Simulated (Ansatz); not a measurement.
## VWC2 in Ansatz: the effect of functional

Crystal: VWC2.

```xyz
4
Lattice="1.5468 0.8930 5.0307 -1.5468 0.8930 5.0307 0.0000 -1.7861 5.0307" Properties=species:S:1:pos:R:3 pbc="T T T"
W     0.0000    0.0000    0.0000
V     0.0000    0.0000    7.5460
C     0.0000    0.0000    3.7201
C     0.0000    0.0000   11.3719
```

The cell comes from a database or a generator and needn't be the stable form of this composition.

The cell isn't the ideal one: volume scaled by 1.06.

Alike in all runs:

| Item | Value |
| --- | --- |
| Program | Ansatz 0.2.0 |
| Task | single point |
| Potentials or basis | Ansatz PAW |
| k mesh | 10 × 10 × 10 |
| Occupations | fermi-dirac, width 0.05 eV |
| Spin | collinear spin, ferromagnetic start |
| Starting moments | [0.0, 2.0, 0.0, 0.0] μB |

Problem. One run gave: pressure -32.4 GPa; moment 0.00 μB; largest force 0.38 eV/Å. Which functional did it use?
A. PBE
B. LDA
C. r2SCAN

Solution. B.

```tsv
functional	cutoff	pressure (GPa)	moment (μB)	largest force (eV/Å)
LDA	420 eV (not typed: the program's choice for these potentials)	-32.4	0.00	0.38
r2SCAN	500 eV (not typed: the program's choice for these potentials)	-20.5	0.72	0.53
PBE	420 eV (not typed: the program's choice for these potentials)	-18.9	0.00	0.33
```

Caveats: the PAW data sets come from PBE, with cores solved anew for the run's functional, which leaves a small shift of forces and pressure (some runs); the starting moments weren't kept (some runs); the magnetic or orbital state may not be the lowest (some runs).
